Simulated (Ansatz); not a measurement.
This script drives the Ansatz DFT code, driven from Python.

`POSCAR`
```text
SbPd3
1.0
   0.00000000    3.19387817    3.19387817
   3.19387817    0.00000000    3.19387817
   3.19387817    3.19387817    0.00000000
Sb Pd
1 3
Direct
   0.50000000    0.50000000    0.50000000
   0.75000000    0.75000000    0.75000000
   0.25000000    0.25000000    0.25000000
   0.00000000    0.00000000    0.00000000
```

`sbpd3.py`:
```python
'''Convergence of SbPd3 with the plane-wave cutoff.'''

import warnings

import ansatz as az
from ase.io import read

warnings.simplefilter('ignore', az.DeckWarning)

atoms = read('POSCAR', format='vasp')
sbpd3 = az.Crystal.from_ase(atoms)

job = (
    sbpd3.calculation()
    .functional('r2SCAN', dispersion='d3bjatm')
    .kpoints(mesh=(6, 6, 6))
    .occupations('Fermi-Dirac', width=0.15)
    .stress()
)

rows = []
for value in [300, 375, 450, 525]:
    summary = job.basis(value).run(threads=1, pin='off').report
    rows.append((value, summary['free_energy_ev'] / len(summary['lattice']['sites']), summary['n_iterations'], sum(summary['stress_gpa'][i][i] for i in range(3)) / 3, summary['n_pw']))

print(' cutoff (eV)   F/atom (eV)    iterations       P (GPa)   plane waves')
for row in rows:
    print(f'{str(row[0]):>12s}  {row[1]:12.5f}  {row[2]:12d}  {row[3]:12.3f}  {row[4]:12d}')

# the last row is the reference
for row in rows[:-1]:
    shift = 1000 * (row[1] - rows[-1][1])
    print(f'{row[0]}: {shift:+.2f} meV/atom' + ('  (within 1 meV)' if abs(shift) < 1 else ''))
```

It is started by `python sbpd3.py`. How long does it take on 1 thread of Arm Neoverse V2 (shared host), and how much memory does it need?

It took about 21 s, with a peak of 0.68 GiB, for 4 runs of the engine.

```console
$ python sbpd3.py
 cutoff (eV)   F/atom (eV)    iterations       P (GPa)   plane waves
         300   -6864.54611            10        -2.111           749
         375   -6864.71306             8        -1.730          1067
         450   -6864.71887             8        -1.741          1411
         525   -6864.72453             8        -1.747          1807
300: +178.41 meV/atom
375: +11.46 meV/atom
450: +5.66 meV/atom
```

Notes:
- Dispersion corrections can be off by several per cent in the lattices of metals, and by several GPa in the pressure at a fixed cell.
- For a metal this k-point mesh is coarse: on a finer one energies can move by several to tens of meV an atom and pressures by half a GPa or more, differences at one mesh by less.
- A Fermi-Dirac width this large means warm electrons, whose thermal share enters the free energy.
- Pressure is positive in compression.
- The structure comes from a database of computed cells and needn't be a stable or known phase.
- Shifts are counted from the last row, which is itself no proven limit.
- The script silences the warnings on its input, which a real study should read.
